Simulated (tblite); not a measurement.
# C4H11AsGaN: the cost of one run

Programs: tblite 0.8.0 and PySCF 2.14.0, with density-fitted response routines of our own. Each step states its level of theory. These are calculated values for one molecule in the gas phase, unless marked as measured. Atoms are numbered from 0 throughout.

## (1) The starting structure

18 atoms, charge 0, multiplicity 1; geometry from: force field or distance geometry start.

Bonds of the start (Å): C0–C1 1.53, C1–C2 1.45, C2–N3 1.17, N3–Ga4 1.86, Ga4–As5 2.46, As5–C6 1.97, C0–H7 1.10, C0–H8 1.12, C0–H9 1.10, C1–H10 1.12, C1–H11 1.10, Ga4–H12 1.62, Ga4–H13 1.62, As5–H14 1.57, C6–H15 1.10, C6–H16 1.12, C6–H17 1.12.

## (2) Geometry optimisation with GFN2-xTB

What the job is given:

```
{"job": {"kind": "relax", "xc": "GFN2-xTB", "basis": "xTB"}, "charge": 0, "multiplicity": 1}
C      2.222400    -1.364900     0.870900
C      2.304900     0.156600     1.000600
C      1.130300     0.788700     0.443000
N      0.179300     1.297900    -0.021100
Ga    -1.353300     2.059400    -0.742800
As    -2.574400     0.368000    -2.051200
C     -1.856800    -1.129900    -0.992400
H      2.152100    -1.644200    -0.195500
H      1.324900    -1.747200     1.411900
H      3.115400    -1.833800     1.313000
H      2.386500     0.422900     2.082100
H      3.208100     0.516400     0.479100
H     -2.302900     2.610100     0.442200
H     -0.925100     3.277900    -1.717800
H     -3.844200     0.488100    -1.143100
H     -0.785600    -1.276200    -1.211800
H     -1.973900    -0.920800     0.098100
H     -2.416200    -2.062900    -1.243600
```

Started as:

```bash
$ OMP_NUM_THREADS=1 python probes_run.py task.json out
```

This one command runs all jobs of the session in turn.

Q: Estimate the wall time and peak memory of this first job on 1 thread of Arm Neoverse N1, shared host.

About 1.9 s, with a peak of 0.18 GiB.
